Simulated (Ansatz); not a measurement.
# BrGaH2: the cost of one run

Computed with Ansatz 0.2.0, Gaussian basis. Level: PBE0-D4/def2-TZVP structures, single points in def2-TZVPP, no counterpoise correction.

Levels: SPW92, PBE-D4, BLYP-D4, r2SCAN-D4, B97M-V, PBE0-D4, B3LYP-D4, r2SCAN0-D4, BHLYP-D4, CAM-B3LYP-D4, wB97X-V, wB97M-V, B2PLYP, PBE-QIDH, RPA on PBE, Hartree-Fock, MP2, CCSD, CCSD(T).

Cores are frozen in the correlated methods. Filled d shells of the heavier atoms are correlated. B3LYP uses VWN-RPA correlation. B2PLYP carries no dispersion term here.

94 further runs of the same task are left out: 94 set aside as unsound or not needed. Runs told in other sessions of the task aren't counted.

## 1. The system as given

The complex: 9 atoms, charge 0, spin multiplicity 1.

Atoms are counted from 1 here; the program's logs count them from 0.

Bond lengths: Ga1–H3 1.556 Å, Ga1–H4 1.556 Å, Ga1–Br6 2.304 Å, C2–H5 1.094 Å, C2–H7 1.092 Å, C2–H8 1.089 Å, C2–H9 1.089 Å. Angles: H3–Ga1–H4 129.4°, H3–Ga1–Br6 115.2°, H4–Ga1–Br6 115.2°, H5–C2–H7 112.1°, H5–C2–H8 108.5°, H5–C2–H9 108.4°, H7–C2–H8 108.7°, H7–C2–H9 108.6°, H8–C2–H9 110.4°.

Coordinates:

```mol
CH6BrGa
  3D, bonds by distance, orders not assigned

  9  7  0  0  0  0  0  0  0  0999 V2000
   -1.6148   -0.5168    0.1564 Ga  0  0
    1.2648    0.6037   -0.1682 C   0  0
   -1.8532   -0.2103   -1.3507 H   0  0
   -1.7966    0.4105    1.3931 H   0  0
    1.0134   -0.4265    0.0988 H   0  0
   -1.0829   -2.7052    0.6409 Br  0  0
    0.3765    1.2308   -0.2717 H   0  0
    1.7993    0.5948   -1.1168 H   0  0
    1.8936    1.0189    0.6181 H   0  0
  1  3  8  0
  1  4  8  0
  1  6  8  0
  2  5  8  0
  2  7  8  0
  2  8  8  0
  2  9  8  0
M  END
```

Its parts: GaH2Br holds atoms 1, 3, 4, 6; CH4 holds atoms 2, 5, 7, 8, 9. Each part counts its atoms afresh in its own runs.

## 2. Relaxing GaH2Br alone

relax-a/in.yaml reads:

```yaml
crystal:
  periodic: [false, false, false]
  atoms:
    - {symbol: Ga, position_ang: [-1.614805, -0.516754, 0.156401]}
    - {symbol: H, position_ang: [-1.853242, -0.210290, -1.350722]}
    - {symbol: H, position_ang: [-1.796588, 0.410481, 1.393113]}
    - {symbol: Br, position_ang: [-1.082880, -2.705225, 0.640925]}
basis:
  gaussian: {orbitals: def2-TZVP}
hamiltonian: {xc: pbe0, dispersion: d4}
relax: {f_tol: 0.005, max_steps: 200}
```

On the command line:

```
$ ansatz run in.yaml --threads 4 --pin off --events-out ev --progress --plain --max-ram 9574MiB
```

**Question.** How long does this run take on 4 threads of Arm Neoverse V2, shared host?

About 3.9 s.
